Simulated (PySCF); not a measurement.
# C3H3F2NSi: geometry, spin-spin couplings

What spin-spin couplings should C3H3F2NSi (`C=C(C#N)[SiH](F)F`) show?

Computed with PySCF 2.14.0, with density-fitted response routines of our own, on a single molecule in the gas phase. Atoms count from 0, in the outputs and in this text.

## Step 1: The molecule as given

10 atoms, charge 0, multiplicity 1; geometry from: GFN2-xTB. The atoms were then displaced at random by about 0.01 Å, so the start is not that level's minimum.

Bonds of the start (Å): C0–C1 1.32, C1–C2 1.40, C2–N3 1.19, C1–Si4 1.89, Si4–F5 1.60, Si4–F6 1.58, C0–H7 1.10, C0–H8 1.07, Si4–H9 1.46.

## Step 2: Relaxing the molecule at PBE0-D3(BJ)/def2-SVP

What the job is given:

```
{"job": {"xc": "PBE0", "basis": "def2-SVP", "d3": "d3bj", "grid": 1, "shake": 0.01, "kind": "geom"}, "charge": 0, "multiplicity": 1}
C      0.558510     1.389730    -0.421000
C      0.439940     0.154830     0.019770
C      1.597040    -0.539260     0.386340
N      2.583440    -1.119440     0.709950
Si    -1.189270    -0.781600     0.183520
F     -2.350580     0.239070    -0.239740
F     -1.259690    -1.906190    -0.929780
H     -0.323900     1.979520    -0.710100
H      1.487110     1.921540    -0.505340
H     -1.492180    -1.359140     1.485320
```

On the command line:

```
$ OMP_NUM_THREADS=1 python probes_run.py task.json out
```

One launch serves the whole session: the jobs run in the order shown.

What it wrote:

```text
step   0  E = -659.24724088  max force = 0.075841
step   1  E = -659.25297621  max force = 0.008043
step   2  E = -659.25382058  max force = 0.003856
step   3  E = -659.25407358  max force = 0.002185
step   4  E = -659.25420659  max force = 0.002479
step   5  E = -659.25426695  max force = 0.000986
step   6  E = -659.25430414  max force = 0.000943
step   7  E = -659.25433816  max force = 0.001009
step   8  E = -659.25436420  max force = 0.001923
step   9  E = -659.25438979  max force = 0.001423
step  10  E = -659.25441381  max force = 0.000439
step  11  E = -659.25442239  max force = 0.000613
step  12  E = -659.25443163  max force = 0.000640
step  13  E = -659.25443400  max force = 0.000272
optimisation converged
```

It took 76 s on 1 thread of Arm Neoverse V1, shared host; peak memory 0.5 GiB.

Relaxation path:

| step | energy from step 0 (eV) | largest force component (eV/Å) |
| --- | --- | --- |
| 0 | 0.0000 | 3.8999 |
| 1 | -0.1561 | 0.4136 |
| 2 | -0.1790 | 0.1983 |
| 3 | -0.1859 | 0.1124 |
| 4 | -0.1895 | 0.1275 |
| 5 | -0.1912 | 0.0507 |
| 6 | -0.1922 | 0.0485 |
| 7 | -0.1931 | 0.0519 |
| 8 | -0.1938 | 0.0989 |
| 9 | -0.1945 | 0.0732 |
| 10 | -0.1952 | 0.0226 |
| 11 | -0.1954 | 0.0315 |
| 12 | -0.1957 | 0.0329 |
| 13 | -0.1957 | 0.0140 |

Distances of close pairs at the start and the end, largest changes first:

| bond | before (Å) | after (Å) | change (Å) |
| --- | --- | --- | --- |
| C1–C2 | 1.398 | 1.428 | +0.030 |
| C0–C1 | 1.317 | 1.346 | +0.030 |
| C2–N3 | 1.189 | 1.160 | -0.029 |
| Si4–F6 | 1.584 | 1.609 | +0.025 |
| C0–H8 | 1.073 | 1.094 | +0.021 |
| Si4–H9 | 1.456 | 1.475 | +0.019 |
| C1–Si4 | 1.886 | 1.867 | -0.019 |
| Si4–F5 | 1.603 | 1.613 | +0.010 |

The end geometry stands in the next job.

| at the end point | value |
| --- | --- |
| point group (found at 0.08 Å tolerance) | C1 |
| rotational constants (GHz, main isotopes) | 3.529, 1.549, 1.184 |
| dipole moment (D) | 3.08 |

## Step 3: Indirect couplings: B3LYP/cc-pVTZ

What the job is given:

```
{"job": {"kind": "j", "xc": "B3LYP", "basis": "cc-pVTZ"}, "charge": 0, "multiplicity": 1}
C      0.495833     1.391051    -0.474523
C      0.467290     0.116751    -0.041500
C      1.665874    -0.629819     0.173964
N      2.604430    -1.282128     0.373128
Si    -1.168240    -0.715304     0.304816
F     -2.293458     0.415377     0.064366
F     -1.418827    -1.886581    -0.769532
H     -0.435132     1.944115    -0.624710
H      1.437401     1.905775    -0.687546
H     -1.304578    -1.279984     1.660493
```

Method: B3LYP/cc-pVTZ indirect spin-spin coupling, non-relativistic, gas phase.

What it wrote:

```text
coarse grid: 9976 points
cycle   1  E = -660.1818269242  dE =  7.682e-01  |g| = 8.950e-01  |ddm| = 6.705e+00
cycle   2  E = -659.8012563750  dE =  3.806e-01  |g| = 1.730e+00  |ddm| = 3.079e+00
cycle   3  E = -660.3026003367  dE = -5.013e-01  |g| = 2.860e-01  |ddm| = 2.170e+00
cycle   4  E = -660.3183757112  dE = -1.578e-02  |g| = 1.000e-01  |ddm| = 4.353e-01
cycle   5  E = -660.3202790221  dE = -1.903e-03  |g| = 2.807e-02  |ddm| = 1.658e-01
cycle   6  E = -660.3204422387  dE = -1.632e-04  |g| = 5.445e-03  |ddm| = 4.697e-02
cycle   7  E = -660.3204473884  dE = -5.150e-06  |g| = 2.402e-03  |ddm| = 1.003e-02
final grid: 95872 points
cycle   8  E = -660.3229168157  dE = -3.869e-05  |g| = 6.415e-03  |ddm| = 7.139e-02
cycle   9  E = -660.3228976828  dE =  1.913e-05  |g| = 1.126e-02  |ddm| = 2.380e-02
cycle  10  E = -660.3229252311  dE = -2.755e-05  |g| = 1.184e-03  |ddm| = 1.535e-02
cycle  11  E = -660.3229255255  dE = -2.944e-07  |g| = 5.129e-04  |ddm| = 2.240e-03
cycle  12  E = -660.3229255706  dE = -4.517e-08  |g| = 2.442e-04  |ddm| = 8.901e-04
cycle  13  E = -660.3229255816  dE = -1.095e-08  |g| = 7.647e-05  |ddm| = 3.589e-04
cycle  14  E = -660.3229255829  dE = -1.293e-09  |g| = 1.542e-05  |ddm| = 1.046e-04
cycle  15  E = -660.3229255829  dE = -4.889e-11  |g| = 4.381e-06  |ddm| = 2.353e-05
converged SCF energy = -660.3229255829

Indirect spin-spin couplings (Hz)
  i      j    bonds     total        FC       PSO       DSO        SD
  0 C    1 C    1     74.450    83.790    -9.544     0.205         -
  0 C    2 C    2     -0.823    -0.987     0.165    -0.001         -
  0 C    3 N    3     -0.931    -0.371     0.562     0.039    -1.160
  0 C    4 Si   2     -0.785    -0.210    -0.407    -0.003    -0.166
  0 C    5 F    3      0.209     1.038    -1.141     0.080     0.233
  0 C    6 F    3      0.146     1.213     0.037    -0.247    -0.856
  0 C    7 H    1    161.314   160.702    -0.019     0.631         -
  0 C    8 H    1    156.974   156.395     0.014     0.564         -
  0 C    9 H    3      0.812     0.985     0.186    -0.359         -
  1 C    2 C    1     78.405    80.435    -2.330     0.300         -
  1 C    3 N    2      4.582     3.404     0.439     0.057     0.683
  1 C    4 Si   1    -87.085   -87.861     1.909    -0.165    -0.969
  1 C    5 F    2      7.963    10.437    -2.752    -0.026     0.304
  1 C    6 F    2     10.353    11.560    -2.471    -0.046     1.310
  1 C    7 H    2      4.300     5.927    -1.368    -0.259         -
  1 C    8 H    2     -3.563    -1.987    -1.222    -0.354         -
  1 C    9 H    2     22.115    22.391    -0.134    -0.142         -
  2 C    3 N    1    -40.791   -34.370    -0.251    -0.006    -6.164
  2 C    4 Si   2    -11.154   -11.169    -0.116    -0.042     0.173
  2 C    5 F    3      2.263     2.145     0.093    -0.269     0.294
  2 C    6 F    3      0.202     0.001     0.125     0.036     0.040
  2 C    7 H    3     16.647    16.676     0.358    -0.387         -
  2 C    8 H    3     10.687    10.561    -0.020     0.146         -
  2 C    9 H    3     -0.835    -0.839    -0.052     0.056         -
  3 N    4 Si   3      0.312     0.306    -0.065    -0.012     0.084
  3 N    5 F    4      0.459     0.036     0.017     0.130     0.277
  3 N    6 F    4      0.168     0.035     0.160     0.050    -0.077
  3 N    8 H    4      0.204     0.073     0.056     0.075    -0.000
  4 Si   5 F    1    364.363   287.013    83.981    -0.363    -6.268
  4 Si   6 F    1    378.998   299.302    86.104    -0.352    -6.057
  4 Si   7 H    3     -8.589    -8.597     0.025    -0.076     0.059
  4 Si   8 H    3    -14.394   -14.379    -0.313     0.256     0.042
  4 Si   9 H    1   -250.514  -251.103     1.328    -0.496    -0.243
  5 F    6 F    2    -47.146   -42.539   -30.562    -1.081    27.036
  5 F    7 H    4      1.795     1.637    -1.325     1.674    -0.191
  5 F    9 H    2     55.624    59.545    -1.642    -1.419    -0.861
  6 F    7 H    4     -1.760    -0.844     0.220    -0.856    -0.280
  6 F    8 H    4      0.951     1.057     0.628    -1.155     0.420
  6 F    9 H    2     56.939    61.072    -1.899    -1.366    -0.867
  7 H    8 H    2      3.493     3.660     3.045    -3.212         -
  7 H    9 H    4     -0.277     0.390     0.668    -1.335         -
  8 H    9 H    4      1.322     1.781     0.958    -1.418         -
```

Run time: 77 s. Hardware: 1 thread of Arm Neoverse V1, shared host; peak memory 1 GiB.

This basis has no tight s functions, so the Fermi-contact terms are rough.

A choice of the couplings up to four bonds, sorted by the number of bonds, with means over like pairs; isotopes 13C, 19F, 1H, 15N, 29Si:

| pair | bonds | J (Hz) | Fermi contact (Hz) | dihedral (°) |
| --- | --- | --- | --- | --- |
| Si4–F5 | 1 | 371.7 | 293.2 | – |
| Si4–H9 | 1 | -250.5 | -251.1 | – |
| C0–H7 | 1 | 161.3 | 160.7 | – |
| C0–H8 | 1 | 157.0 | 156.4 | – |
| C1–Si4 | 1 | -87.1 | -87.9 | – |
| C1–C2 | 1 | 78.4 | 80.4 | – |
| C0–C1 | 1 | 74.5 | 83.8 | – |
| C2–N3 | 1 | -40.8 | -34.4 | – |
| F5–H9 | 2 | 56.3 | 60.3 | – |
| F5–F6 | 2 | -47.1 | -42.5 | – |
| C1–H9 | 2 | 22.1 | 22.4 | – |
| C2–Si4 | 2 | -11.2 | -11.2 | – |
| C1–F5 | 2 | 9.2 | 11.0 | – |
| C1–N3 | 2 | 4.6 | 3.4 | – |
| C1–H7 | 2 | 4.3 | 5.9 | – |
| C1–H8 | 2 | -3.6 | -2.0 | – |
| H7–H8 | 2 | 3.5 | 3.7 | – |
| C2–H7 | 3 | 16.6 | 16.7 | -180 |
| Si4–H8 | 3 | -14.4 | -14.4 | -180 |
| C2–H8 | 3 | 10.7 | 10.6 | 1 |
| Si4–H7 | 3 | -8.6 | -8.6 | 0 |
| C2–F5 | 3 | 1.2 | 1.1 | – |
| H8–H9 | 4 | 1.3 | 1.8 | – |

The spin-dipole term was solved for some atoms only; pairs without it lack that part.

Quadrupole couplings from the field gradients of the same density:

| atom | isotope | eQq/h (MHz) | η |
| --- | --- | --- | --- |
| N3 | 14N | -4.735 | 0.03 |

## Step 4: J couplings: B3LYP/6-31G*

Same as in step 3 but for these lines:

```diff
@@ -1,2 +1,2 @@
-{"job": {"kind": "j", "xc": "B3LYP", "basis": "cc-pVTZ"}, "charge": 0, "multiplicity": 1}
+{"job": {"kind": "j", "xc": "B3LYP", "basis": "6-31G*"}, "charge": 0, "multiplicity": 1}
 C      0.495833     1.391051    -0.474523
```

Method: B3LYP/6-31G* indirect spin-spin coupling, non-relativistic, gas phase.

What it wrote:

```text
coarse grid: 9976 points
cycle   1  E = -660.0295589042  dE =  8.062e-01  |g| = 8.782e-01  |ddm| = 3.374e+00
cycle   2  E = -659.6605285149  dE =  3.690e-01  |g| = 1.650e+00  |ddm| = 2.094e+00
cycle   3  E = -660.1550949336  dE = -4.946e-01  |g| = 2.911e-01  |ddm| = 1.513e+00
cycle   4  E = -660.1731700329  dE = -1.808e-02  |g| = 8.371e-02  |ddm| = 2.740e-01
cycle   5  E = -660.1745469553  dE = -1.377e-03  |g| = 2.357e-02  |ddm| = 8.874e-02
cycle   6  E = -660.1746791299  dE = -1.322e-04  |g| = 5.091e-03  |ddm| = 2.400e-02
cycle   7  E = -660.1746845925  dE = -5.463e-06  |g| = 1.756e-03  |ddm| = 5.030e-03
final grid: 95872 points
cycle   8  E = -660.1315523766  dE = -9.066e-06  |g| = 5.003e-03  |ddm| = 1.457e-02
cycle   9  E = -660.1315421641  dE =  1.021e-05  |g| = 8.360e-03  |ddm| = 1.238e-02
cycle  10  E = -660.1315582904  dE = -1.613e-05  |g| = 1.110e-03  |ddm| = 7.523e-03
cycle  11  E = -660.1315585710  dE = -2.806e-07  |g| = 3.486e-04  |ddm| = 1.085e-03
cycle  12  E = -660.1315585942  dE = -2.319e-08  |g| = 1.163e-04  |ddm| = 3.201e-04
cycle  13  E = -660.1315585969  dE = -2.662e-09  |g| = 5.818e-05  |ddm| = 1.478e-04
cycle  14  E = -660.1315585977  dE = -8.014e-10  |g| = 9.526e-06  |ddm| = 5.337e-05
converged SCF energy = -660.1315585977

Indirect spin-spin couplings (Hz)
  i      j    bonds     total        FC       PSO       DSO        SD
  0 C    1 C    1     77.153    85.437    -8.490     0.206         -
  0 C    2 C    2     -7.618    -7.744     0.125     0.001         -
  0 C    3 N    3     -3.383    -2.914     0.503     0.038    -1.010
  0 C    4 Si   2      1.543     2.005    -0.301    -0.002    -0.158
  0 C    5 F    3      1.599     2.429    -1.187     0.083     0.274
  0 C    6 F    3      3.928     4.951    -0.081    -0.243    -0.700
  0 C    7 H    1    179.682   179.380    -0.412     0.713         -
  0 C    8 H    1    172.457   172.201    -0.393     0.649         -
  0 C    9 H    3      1.182     1.411     0.127    -0.356         -
  1 C    2 C    1     90.234    91.989    -2.066     0.311         -
  1 C    3 N    2      4.673     3.571     0.434     0.055     0.613
  1 C    4 Si   1    -90.657   -90.977     1.290    -0.166    -0.805
  1 C    5 F    2     17.486    19.529    -2.323    -0.016     0.295
  1 C    6 F    2     13.079    13.978    -2.108    -0.034     1.243
  1 C    7 H    2     -0.306     1.298    -1.356    -0.248         -
  1 C    8 H    2     -6.293    -4.725    -1.225    -0.342         -
  1 C    9 H    2     21.893    22.178    -0.153    -0.133         -
  2 C    3 N    1    -19.801   -15.255     0.758    -0.017    -5.286
  2 C    4 Si   2     -5.330    -5.342    -0.092    -0.043     0.147
  2 C    5 F    3      3.386     3.275     0.096    -0.262     0.276
  2 C    6 F    3      0.026    -0.174     0.121     0.042     0.037
  2 C    7 H    3     14.597    14.735     0.239    -0.378         -
  2 C    8 H    3     10.275    10.159    -0.038     0.154         -
  2 C    9 H    3     -0.609    -0.618    -0.051     0.061         -
  3 N    4 Si   3      1.792     1.798    -0.063    -0.012     0.068
  3 N    6 F    4      0.385     0.276     0.142     0.047    -0.080
  3 N    7 H    4      0.603     0.393    -0.062     0.169     0.103
  3 N    8 H    4      0.925     0.721     0.109     0.073     0.022
  4 Si   5 F    1    284.962   217.960    71.754    -0.404    -4.348
  4 Si   6 F    1    291.843   222.887    73.590    -0.395    -4.240
  4 Si   7 H    3     -7.054    -7.159     0.129    -0.077     0.053
  4 Si   8 H    3    -12.608   -12.710    -0.191     0.253     0.040
  4 Si   9 H    1   -266.085  -265.834     0.932    -0.530    -0.654
  5 F    6 F    2     -5.484     9.989   -37.670    -0.981    23.178
  5 F    7 H    4      1.785     1.336    -0.989     1.662    -0.225
  5 F    8 H    4     -0.310     0.371     0.404    -1.033    -0.052
  5 F    9 H    2     55.613    59.095    -1.767    -1.327    -0.388
  6 F    7 H    4     -2.320    -1.354     0.113    -0.830    -0.249
  6 F    8 H    4      0.386     0.680     0.466    -1.133     0.373
  6 F    9 H    2     58.422    62.177    -2.057    -1.274    -0.424
  7 H    8 H    2      0.425     1.673     1.825    -3.073         -
  7 H    9 H    4     -0.579     0.367     0.368    -1.314         -
  8 H    9 H    4      1.055     1.826     0.627    -1.398         -
```

It took 19 s on 1 thread of Arm Neoverse V1, shared host; peak memory 0.6 GiB.

This basis has no tight s functions, so the Fermi-contact terms are rough.

In short: J(Si4,F5) 288.4 Hz, J(Si4,H9) -266.1 Hz, J(C0,H7) 179.7 Hz (means over like pairs).

## Step 5: Run by run: spin-spin couplings

Couplings (Hz), each a mean over the pairs like the one named, with basis size and wall time:

| run | Si4–F5 | Si4–H9 | C0–H7 | C0–H8 | C1–Si4 | C1–C2 | C0–C1 | functions | time |
| --- | --- | --- | --- | --- | --- | --- | --- | --- | --- |
| B3LYP/cc-pVTZ | 371.7 | -250.5 | 161.3 | 157.0 | -87.1 | 78.4 | 74.5 | 256 | 77 s |
| B3LYP/6-31G* | 288.4 | -266.1 | 179.7 | 172.5 | -90.7 | 90.2 | 77.2 | 108 | 19 s |

## Step 6: Outcome

| quantity | value |
| --- | --- |
| point group | C1 |
| rotational constants (main isotopes) | 3.53, 1.55, 1.18 GHz |
| largest coupling of the table (B3LYP/cc-pVTZ) | ¹J(Si,F) Si4–F5, 371.7 Hz (mean over like pairs) |
| range of J(Si4,F5), mean over like pairs | 288.4 to 371.7 Hz |

**Reading.** The start of the PBE0/def2-SVP relaxation was shaken at random by about 0.01 Å, so part of the energy gained, and of the first lengths quoted, undoes that. Relaxing lowered the energy by 0.196 eV in 13 steps; the close pair that moved most is C1–C2, from 1.398 to 1.428 Å. No frequency check was run at this level, so the end point may be a saddle. Of the pairs tabulated at B3LYP/cc-pVTZ, Si4–F5 (mean over like pairs) couples most strongly (371.7 Hz; Fermi contact 293.2 Hz). Couplings across rotatable bonds belong to this one conformer; where others are populated, the observed values are averages. Density functionals describe couplings to fluorine poorly, F–F couplings above all, so those rows are rough. The coupling Si4–F5, as a mean over pairs of its kind, runs from 288.4 Hz (B3LYP/6-31G*) to 371.7 Hz (B3LYP/cc-pVTZ). Couplings from bases without tight functions are rough.
